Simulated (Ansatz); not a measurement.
# Cu3Pd: the cost of one run

Computed with Ansatz 0.2.0 (DFT PBEsol, scalar-relativistic, unless a step's input says otherwise).

## Step 1: The starting structure

The structure is tetragonal, space group P4/mmm (No. 123). The conventional cell has a = 3.697 Å, b = 3.697 Å, c = 3.659 Å, α = 90.00°, β = 90.00°, γ = 90.00°. Cu (site symmetry mmm) has 8 Cu at 2.60 to 2.61 Å and 4 Pd at 2.60 Å in its first shell of neighbours. Around Cu (site symmetry 4/mmm) lie 8 Cu at 2.60 Å and 4 Pd at 2.61 Å. Pd (site symmetry 4/mmm) has 12 Cu at 2.60 to 2.61 Å in its first shell of neighbours.

Structure file:

```
Cu Pd
1.0
     3.69700    0.00000    0.00000
     0.00000    3.69700    0.00000
     0.00000    0.00000    3.65900
Cu Pd
3 1
Direct
  0.00000 0.50000 0.50000
  0.50000 0.00000 0.50000
  0.50000 0.50000 0.00000
  0.00000 0.00000 0.00000
```

Atoms are numbered in the order of the input: Cu1, Cu2, Cu3, Pd4.

## Step 2: After the deformation

Space group P4/mmm before, P4/mmm after.

## Step 3: Full-potential LAPW

The input, input.yaml:

```yaml
crystal:
  lattice:
    - [3.697, 0.0, 0.0]
    - [0.0, 3.697, 0.0]
    - [0.0, 0.0, 3.69559]
  atoms:
    - { symbol: Cu, position: [0.0, 0.5, 0.5] }
    - { symbol: Cu, position: [0.5, 0.0, 0.5] }
    - { symbol: Cu, position: [0.5, 0.5, 0.0] }
    - { symbol: Pd, position: [0.0, 0.0, 0.0] }
kpoints:
  mp_grid: { grid: [11, 11, 11] }
  band_path:
    path:
      - [0.0, 0.0, 0.0]
      - [0.0, 0.5, 0.0]
      - [0.5, 0.5, 0.0]
      - [0.0, 0.0, 0.0]
      - [0.0, 0.0, 0.5]
      - [0.0, 0.5, 0.5]
      - [0.5, 0.5, 0.5]
      - [0.0, 0.0, 0.5]
      - [0.0, 0.5, 0.0]
    npoints: 5
scf:
  occupations: { method: fermi_dirac, width: 0.05 }
hamiltonian:
  xc: pbesol
  pseudopotentials: { kind: all_electron, lapw: { basis_error: 0.001 } }
output:
  forces: true
  stress: true
  eigenvalues: true
```

The run is started by

```sh
> ansatz run input.yaml --threads 1 --pin off --max-ram 4096MiB --backend cpu --events-out ev --progress --plain --runs-dir out
```

**Question.** How long does this run take on 1 thread of Intel Xeon 6975P-C (Granite Rapids), shared host, and how much memory does it need?

About 83 s, with a peak of 1.1 GiB.
